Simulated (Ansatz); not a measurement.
# C3H5FGe: basis-set convergence

The task here is to estimate one member of a computed series from the others.

Computed with Ansatz 0.2.0, Gaussian basis. Level: one geometry, several basis sets.

Levels to be run: PBE0-D4/def2-SVP; ωB97M-V/def2-SVP; PBE0-D4/def2-QZVPP; ωB97M-V/def2-QZVPP; the functionals' def2-TZVPP values are taken from earlier runs.

**Structure used throughout**

All runs share one geometry, relaxed beforehand with PBE0-D4 in a triple-zeta def2 set.

SMILES `FC1=C[CH]1[GeH3]`, 10 atoms, charge 0, spin multiplicity 1.

Atoms are counted from 1 here; the program's logs count them from 0.

Bond lengths: F1–C2 1.305 Å, C2–C3 1.278 Å, C2–C4 1.464 Å, C3–C4 1.562 Å, C3–H6 1.074 Å, C4–Ge5 1.962 Å, C4–H7 1.094 Å, Ge5–H8 1.539 Å, Ge5–H9 1.540 Å, Ge5–H10 1.540 Å. Angles: F1–C2–C3 148.7°, F1–C2–C4 142.3°, C3–C2–C4 69.1°, C2–C3–C4 61.1°, C2–C3–H6 155.1°, C4–C3–H6 143.7°, C2–C4–C3 49.8°, C2–C4–Ge5 122.6°, C2–C4–H7 117.7°, C3–C4–Ge5 120.9°, C3–C4–H7 116.8°, Ge5–C4–H7 114.1°, C4–Ge5–H8 108.5°, C4–Ge5–H9 111.2°, C4–Ge5–H10 110.2°, H8–Ge5–H9 109.5°, H8–Ge5–H10 109.2°, H9–Ge5–H10 108.2°.

Set-up of the first run:

Contents of in.yaml:

```yaml
crystal:
  periodic: [false, false, false]
  atoms:
    - {symbol: F, position_ang: [-1.457878, -1.607503, 1.558495]}
    - {symbol: C, position_ang: [-0.617760, -1.313688, 0.604304]}
    - {symbol: C, position_ang: [0.462793, -1.586109, -0.020403]}
    - {symbol: C, position_ang: [-0.367012, -0.337802, -0.458243]}
    - {symbol: Ge, position_ang: [0.276905, 1.479015, -0.094584]}
    - {symbol: H, position_ang: [1.359192, -2.142928, -0.219486]}
    - {symbol: H, position_ang: [-0.947851, -0.429646, -1.381335]}
    - {symbol: H, position_ang: [1.029316, 1.470544, 1.248038]}
    - {symbol: H, position_ang: [-0.890456, 2.481137, -0.023597]}
    - {symbol: H, position_ang: [1.235851, 1.935879, -1.210189]}
basis:
  gaussian: {orbitals: def2-SVP}
hamiltonian: {xc: pbe0, dispersion: d4}
output: {orbitals: {seedname: orbitals}}
```

Steps of the session up to this table: PBE0-D4 in def2-SVP; ωB97M-V in def2-SVP; PBE0-D4 in def2-QZVPP; ωB97M-V in def2-QZVPP.

One table of the session follows, with a row left open; its other results are not shown here.

It belongs to the step «Functionals by basis». 

| functional | basis | HOMO (eV) | LUMO (eV) |
| --- | --- | --- | --- |
| PBE0-D4 | def2-SVP | -6.93 | 0.30 |
| PBE0-D4 | def2-TZVPP | -6.95 | 0.12 |
| PBE0-D4 | def2-QZVPP | ? | ? |
| ωB97M-V | def2-SVP | -9.06 | 2.50 |
| ωB97M-V | def2-TZVPP | -9.10 | 2.20 |
| ωB97M-V | def2-QZVPP | -9.12 | 1.77 |

Estimate the missing values for PBE0-D4, def2-QZVPP.

**Answer.** HOMO (eV): -6.96; LUMO (eV): 0.02. In the column «HOMO (eV)» it lies between ωB97M-V, def2-SVP (-9.06) and PBE0-D4, def2-TZVPP (-6.95).
